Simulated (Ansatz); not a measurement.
Task: a small convex hull of the Ir-Pt system, with the Ansatz DFT code, driven from Python. Give the script and its output. Use (first run): LDA, PAW, cutoff 460 eV, Gaussian smearing of 0.1 eV.

The script reads `irpt3_irpt3_pm_3m.cif`:
```cif
data_IrPt3
_cell_length_a 3.951253
_cell_length_b 3.951253
_cell_length_c 3.951253
_cell_angle_alpha 90.00000
_cell_angle_beta 90.00000
_cell_angle_gamma 90.00000
_symmetry_space_group_name_H-M 'P 1'
_symmetry_Int_Tables_number 1
loop_
_symmetry_equiv_pos_as_xyz
'x, y, z'
loop_
_atom_site_label
_atom_site_type_symbol
_atom_site_fract_x
_atom_site_fract_y
_atom_site_fract_z
Ir1 Ir    0.000000    0.000000    0.000000
Pt2 Pt    0.000000    0.500000    0.500000
Pt3 Pt    0.500000    0.000000    0.500000
Pt4 Pt    0.500000    0.500000    0.000000
```

The script reads `irpt3_irpt_r_3m.cif`:
```cif
data_IrPt
_cell_length_a 4.778326
_cell_length_b 4.778326
_cell_length_c 4.778326
_cell_angle_alpha 33.88410
_cell_angle_beta 33.88410
_cell_angle_gamma 33.88410
_symmetry_space_group_name_H-M 'P 1'
_symmetry_Int_Tables_number 1
loop_
_symmetry_equiv_pos_as_xyz
'x, y, z'
loop_
_atom_site_label
_atom_site_type_symbol
_atom_site_fract_x
_atom_site_fract_y
_atom_site_fract_z
Ir1 Ir    0.000000    0.000000    0.000000
Pt2 Pt    0.500000    0.500000    0.500000
```

`irpt3_ir.vasp`
```text
Ir
1.0
   0.00000000    1.91560000    1.91560000
   1.91560000    0.00000000    1.91560000
   1.91560000    1.91560000    0.00000000
Ir
1
Direct
   0.00000000    0.00000000    0.00000000
```

`irpt3_pt.extxyz`
```text
1
Lattice="0.0 1.9609 1.9609 1.9609 0.0 1.9609 1.9609 1.9609 0.0" Properties=species:S:1:pos:R:3 pbc="T T T"
Pt    0.00000000    0.00000000    0.00000000
```

Script `hull_irpt3.py`:
```python
"""Convex hull of a few Ir-Pt phases, after relaxing atoms and volume at fixed cell shape."""

from collections import Counter
import warnings

import ansatz as az
from ase.io import read
import numpy as np


def compute(name, crystal):
    calc = crystal.calculation()
    calc = calc.functional("LDA")
    calc = calc.basis(460)
    calc = calc.kpoints(spacing=0.3)
    calc = calc.occupations("gaussian", width=0.1)
    calc = calc.relax(force_tolerance=0.02, max_steps=60, fix_cell=["shape"])
    return calc.run()


def counts(outcome):
    return Counter(site.symbol for site in outcome.lattice.sites)

def formation_energy(outcome, mu):
    n = counts(outcome)
    return (outcome.report["energy_sigma0_ev"] - sum(k * mu[element] for element, k in n.items())) / sum(n.values())

warnings.simplefilter("ignore", az.DeckWarning)

phases = {}
atoms = read("irpt3_irpt3_pm_3m.cif")
irpt3_pm_3m = az.Crystal.from_ase(atoms)
phases["IrPt3 Pm-3m"] = irpt3_pm_3m
atoms = read("irpt3_irpt_r_3m.cif")
irpt_r_3m = az.Crystal.from_ase(atoms)
phases["IrPt R-3m"] = irpt_r_3m
atoms = read("irpt3_ir.vasp", format="vasp")
ir = az.Crystal.from_ase(atoms)
phases["Ir"] = ir
pt = az.Crystal.from_extxyz("irpt3_pt.extxyz")
phases["Pt"] = pt

done = {}
for name, crystal in phases.items():
    done[name] = compute(name, crystal)
    print(f"{name}: {done[name].report['energy_sigma0_ev']:.4f} eV, {len(done[name].lattice.sites)} atoms")

# chemical potentials of the elements at zero temperature
references = {"Ir": "Ir", "Pt": "Pt"}
mu = {element: done[name].report["energy_sigma0_ev"] / len(done[name].lattice.sites) for element, name in references.items()}
points = sorted((counts(o)["Pt"] / len(o.lattice.sites), formation_energy(o, mu), name) for name, o in done.items())

# lower hull by a monotone chain
hull = []
for x, e, _ in points:
    while len(hull) > 1 and (hull[-1][0] - hull[-2][0]) * (e - hull[-2][1]) - (hull[-1][1] - hull[-2][1]) * (x - hull[-2][0]) <= 0:
        hull.pop()
    hull.append((x, e))
rows = [(name, x, e, e - np.interp(x, *zip(*hull))) for x, e, name in points]
print("     phase       x(Pt)  E_form (eV/atom)  above hull (eV/atom)")
for row in rows:
    print(f"{str(row[0]):>10}  {row[1]:10.3f}  {row[2]:16.4f}  {row[3]:20.4f}")
print("on the hull of these phases:", ", ".join(row[0] for row in rows if row[3] < 1e-6))
```

```console
$ python hull_irpt3.py
IrPt3 Pm-3m: -48398.0511 eV, 4 atoms
IrPt R-3m: -23908.2052 eV, 2 atoms
Ir: -11663.3977 eV, 1 atoms
Pt: -12244.9735 eV, 1 atoms
     phase       x(Pt)  E_form (eV/atom)  above hull (eV/atom)
        Ir       0.000            0.0000                0.0000
 IrPt R-3m       0.500            0.0830                0.0830
IrPt3 Pm-3m       0.750            0.0668                0.0668
        Pt       1.000            0.0000                0.0000
on the hull of these phases: Ir, Pt
```

Total energies depend on the potentials; only differences at equal settings carry meaning. Atoms and volume are relaxed with the cell's shape held, which in cells of lower than cubic symmetry can hide stresses and shift volumes. Spin-orbit coupling, which matters for elements this heavy, is left out. The cells come from databases of deposited and of computed structures, and not all need be stable phases. Differences under about 40 meV an atom lie within the error of mesh and functional, so such verdicts may flip; only the cells listed enter the hull. Timing: 30 s on 1 thread of Arm Neoverse V2 (shared host), peak memory 0.48 GiB.

(Lines on the test bed's own set-up are left out of the output.)
